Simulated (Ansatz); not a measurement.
# TiTe2: the cost of one run

Method: DFT PBE+D3(BJ), scalar-relativistic, plane waves, PAW, in Ansatz 0.2.0.

3 further runs of the same task are left out: 1 that didn't finish, 2 set aside as unsound or not needed.

**1. The structure to begin with**

Symmetry: P-3m1, No. 164, trigonal system. Conventional cell: a = 3.696 Å, b = 3.696 Å, c = 6.383 Å, α = 90.00°, β = 90.00°, γ = 120.00°. Ti (site symmetry -3m) has 6 Te at 2.75 Å as nearest neighbours. Te (site symmetry 3m) is surrounded by 3 Ti at 2.75 Å.

Structure file:

```
CELL_PARAMETERS angstrom
3.69628 0.00000 0.00000
-1.84814 3.20108 0.00000
0.00000 0.00000 6.38283
ATOMIC_POSITIONS crystal
Ti 0.00000 0.00000 0.00000
Te 0.66667 0.33333 0.27118
Te 0.33333 0.66667 0.72882
```

This cell was relaxed beforehand with the same method: volume 25.17 Å³/atom, gap on the mesh none (metal).

**2. Bands, states and charges**

input.yaml

```yaml
crystal:
  lattice:
    - [3.6962848798, 0.0, 0.0]
    - [-1.8481424399, 3.2010766055, 0.0]
    - [0.0, 0.0, 6.3828329701]
  atoms:
    - { symbol: Ti, position: [0.0, 0.0, 0.0] }
    - { symbol: Te, position: [0.6666666667, 0.3333333333, 0.2711838248] }
    - { symbol: Te, position: [0.3333333333, 0.6666666667, 0.7288161752] }
basis:
  ecutwfc: 420
kpoints:
  mp_grid: { grid: [15, 15, 8] }
  band_path:
    path:
      - [[0.0, 0.0, 0.0], [0.5, 0.0, 0.0], [0.33333333, 0.33333333, 0.0], [0.0, 0.0, 0.0], [0.0, 0.0, 0.5], [0.5, 0.0, 0.5], [0.33333333, 0.33333333, 0.5], [0.0, 0.0, 0.5]]
      - [[0.5, 0.0, 0.5], [0.5, 0.0, 0.0]]
      - [[0.33333333, 0.33333333, 0.5], [0.33333333, 0.33333333, 0.0]]
    npoints: 14
hamiltonian:
  xc: pbe
  dispersion: d3bj
scf:
  occupations: { method: gaussian, width: 0.1 }
  n_extra_bands: 7
output:
  forces: true
  stress: true
  eigenvalues: true
  populations: true
  dos: { projected: true, de: 0.02, nscf_kmesh: { grid: [23, 23, 12] } }
  bader: true
  write_density: true
  write_potential: true
  elf: true
  volumetric_format: npy
```

The run is started by

```sh
$ ansatz run input.yaml --threads 1 --pin off --max-ram 2560MiB --backend cpu --events-out ev --progress --plain --runs-dir out
```

Q: Estimate wall time and peak memory on 1 thread of Arm Neoverse V2, shared host.

About 89 s, with a peak of 0.92 GiB.
